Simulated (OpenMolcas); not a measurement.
# C10H8 (naphthalene) at X3LYP/ANO-S-VDZP (RICD fitting)

What is the vertical ionisation energy of C10H8 (naphthalene) at X3LYP/ANO-S-VDZP (RICD fitting)? 

Program for the calculation: OpenMolcas 26.06.

## Step 1: The structure to begin with

C10H8: 18 atoms, total charge 0, spin state singlet. SMILES: `c1ccc2ccccc2c1`. The coordinates come from a GFN2-xTB relaxation.

Some bond lengths: C1–C2 1.404 Å, C2–C3 1.366 Å, C3–C4 1.410 Å, C4–C5 1.410 Å, C5–C6 1.366 Å, C6–C7 1.404 Å, C7–C8 1.366 Å, C4–C9 1.420 Å, C8–C9 1.411 Å, C1–C10 1.366 Å, C9–C10 1.410 Å, C1–H11 1.080 Å, C2–H12 1.080 Å, C3–H13 1.081 Å, C5–H14 1.081 Å, C6–H15 1.080 Å. Some angles: C1–C2–C3 120.3°, C2–C1–C10 120.3°, C2–C3–C4 120.8°, C3–C4–C5 122.2°, C3–C4–C9 118.9°, C5–C4–C9 118.9°, C4–C5–C6 120.8°, C5–C6–C7 120.3°, C6–C7–C8 120.3°, C7–C8–C9 120.8°.

## Step 2: A single-point energy at X3LYP/ANO-S-VDZP (RICD fitting)

coord.xyz reads:

```xyz
18

C      1.503410    -1.979450     0.377770
C      2.172420    -1.147530    -0.534140
C      1.603440     0.025520    -0.943430
C      0.338490     0.420760    -0.460640
C     -0.276770     1.624160    -0.864030
C     -1.503580     1.979250    -0.378110
C     -2.172590     1.147550     0.533850
C     -1.602800    -0.024470     0.944760
C     -0.338320    -0.420650     0.461370
C      0.276720    -1.624380     0.864050
H      1.967950    -2.903420     0.690200
H      3.141480    -1.444050    -0.908380
H      2.114680     0.669920    -1.644990
H      0.242590     2.260750    -1.566790
H     -1.968750     2.902390    -0.692560
H     -3.141920     1.443970     0.908070
H     -2.113700    -0.668350     1.646990
H     -0.242750    -2.261970     1.566000
```

job.inp reads:

```
&gateway
 coord=coord.xyz
 basis=ANO-S-VDZP
 group=NoSym
 ricd

&seward

&scf
 ksdft=HYB_GGA_XC_X3LYP
 prorbitals=1 1
```

The run is started by

```sh
export MOLCAS_MEM=1860
pymolcas job.inp > job.log
```

Log:

```text
--- Start Module: gateway ---
[...]
--- Stop Module: gateway /rc=_RC_ALL_IS_WELL_ ---
--- Start Module: seward ---
[...]
      Basis functions          180
--- Stop Module: seward /rc=_RC_ALL_IS_WELL_ ---
[...]
--- Start Module: scf ---
[...]
       Convergence after  14 Iterations
[...]
::    Total KS-DFT energy                            -385.7464240546
[...]
      Total spin, S                                     0.0000000000
[...]
      Total electronic charge=   68.000000
      Total            charge=   -0.000000
[...]
      Dipole Moment (debye):
      Origin of the operator (angstrom)=    0.0000    0.0001    0.0001
                   X= -3.2911E-04               Y= -9.5950E-04               Z= -1.4757E-03           Total=  1.7907E-03
      Quadrupole Moment (debye*angstrom):
[...]
--- Stop Module: scf /rc=_RC_ALL_IS_WELL_ ---
[...]
```

Wall time 63 s (1 thread of AMD EPYC 7R43 (Zen 3), shared host); peak memory 0.15 GiB.

## Step 3: The doublet cation at the same level

coord.xyz is that of step 2.

job.input reads:

```
>>> EXPORT MOLCAS_PRINT=2
&gateway
coord=coord.xyz
basis=ANO-S-VDZP
group=NoSym
ricd
&seward
&scf
uhf
charge=1
spin=2
ksdft=HYB_GGA_XC_X3LYP
prorbitals=1 1
```

The run is started by

```sh
export MOLCAS_MEM=1860
pymolcas job.input > job.log
```

Log:

```text
--- Start Module: gateway ---
[...]
--- Stop Module: gateway /rc=_RC_ALL_IS_WELL_ ---
--- Start Module: seward ---
[...]
      Basis functions          180
--- Stop Module: seward /rc=_RC_ALL_IS_WELL_ ---
[...]
--- Start Module: scf ---
[...]
       Convergence after  16 Iterations
[...]
::    Total KS-DFT energy                            -385.4561119847
[...]
      Total spin, S                                     0.5060625567
[...]
      Total electronic charge=   67.000000
      Total            charge=    1.000000
[...]
      Dipole Moment (debye):
      Origin of the operator (angstrom)=    0.0000    0.0001    0.0001
                   X= -8.4591E-04               Y= -2.4941E-04               Z= -1.3071E-03           Total=  1.5768E-03
      Center of Charge (angstrom)
[...]
--- Stop Module: scf /rc=_RC_ALL_IS_WELL_ ---
[...]
```

Wall time 2.1 min (1 thread of AMD EPYC 7R43 (Zen 3), shared host); peak memory 0.15 GiB.

## Step 4: Outcome

At X3LYP/ANO-S-VDZP (RICD fitting):

```
                                          quantity          value
                       singlet C10H8: total energy  -385.74642 Eh
                      singlet C10H8: dipole moment         0.00 D
                        singlet C10H8: HOMO energy       -6.10 eV
                        singlet C10H8: LUMO energy       -1.20 eV
                      singlet C10H8: HOMO–LUMO gap        4.90 eV
                      doublet cation: total energy  -385.45611 Eh
doublet cation: HOMO energy (highest over α and β)      -11.66 eV
 doublet cation: LUMO energy (lowest over α and β)       -9.71 eV
                              doublet cation: ⟨S²⟩          0.762
vertical ionisation energy (to the doublet cation)       7.900 eV
```

The vertical ionisation energy comes to 7.90 eV (182 kcal/mol). The negative HOMO energy of the first species, 6.10 eV, lies 1.80 eV below that difference. Mulliken charges (singlet C10H8) run from -0.16 on C3 to +0.13 on H11; they depend strongly on the basis. Mulliken charges (doublet cation) run from -0.06 on C3 to +0.17 on H11; they depend strongly on the basis.
